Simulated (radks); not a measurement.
**Si⁷⁺ in [He] 2s2 2p2 3s1: an all-electron calculation**

Aim: the levels, the sizes of the orbitals and the parts of the energy of the silicon ion Si7+.

Method: scalar-relativistic Kohn-Sham, r2SCAN, spin-polarised, spherical densities, finite nucleus; open shells are filled with parallel spins first. Code: radks (a radial shooting solver on a logarithmic mesh, Libxc functionals) version 1.

**1. What is computed**

```
element            : silicon (Z = 14)
charge             : +7
electrons          : 7
configuration      : [He] 2s2 2p2 3s1
nuclear rms radius : 3.1224 fm
```

The outer shells:

Si⁷⁺
```
[He] core
2s [↑↓]
2p [↑ ][↑ ][  ]
3s [↑ ]
```

**2. The run**

Settings of this run:

```text
Z 14
configuration [He] 2s2 2p2 3s1 3p0 4s0 3d0 4f0
relativity scalar-relativistic
functional r2scan,r2scan
spin polarised
nucleus finite rms 3.1224 fm
c 137.035999084
```

Launch:

```bash
python run_ks.py task.json out
```

The same process makes all the runs of this session.

Q: Predict the outcome of this run.

**Answer**, as computed:

```
                        quantity                   value
                    total energy      -256.79139 hartree
exchange-correlation share of it                  5.69 %
                            −T/E                  1.0037
          highest occupied level       3s up, -119.69 eV
    most extended occupied level  3s up, <r> = 1.31 bohr
 radius at density 0.001 e/bohr³               2.37 bohr
    maxima of the radial density                       2
```

The radial density shows 2 maxima for 3 occupied principal shells; where shells overlap, one shows as a shoulder or not at all. Relativity lifts −T/E to 1.004. This is not the tabulated ground configuration, so its levels and sizes aren't those of the ground state, and no measured value stands beside it.
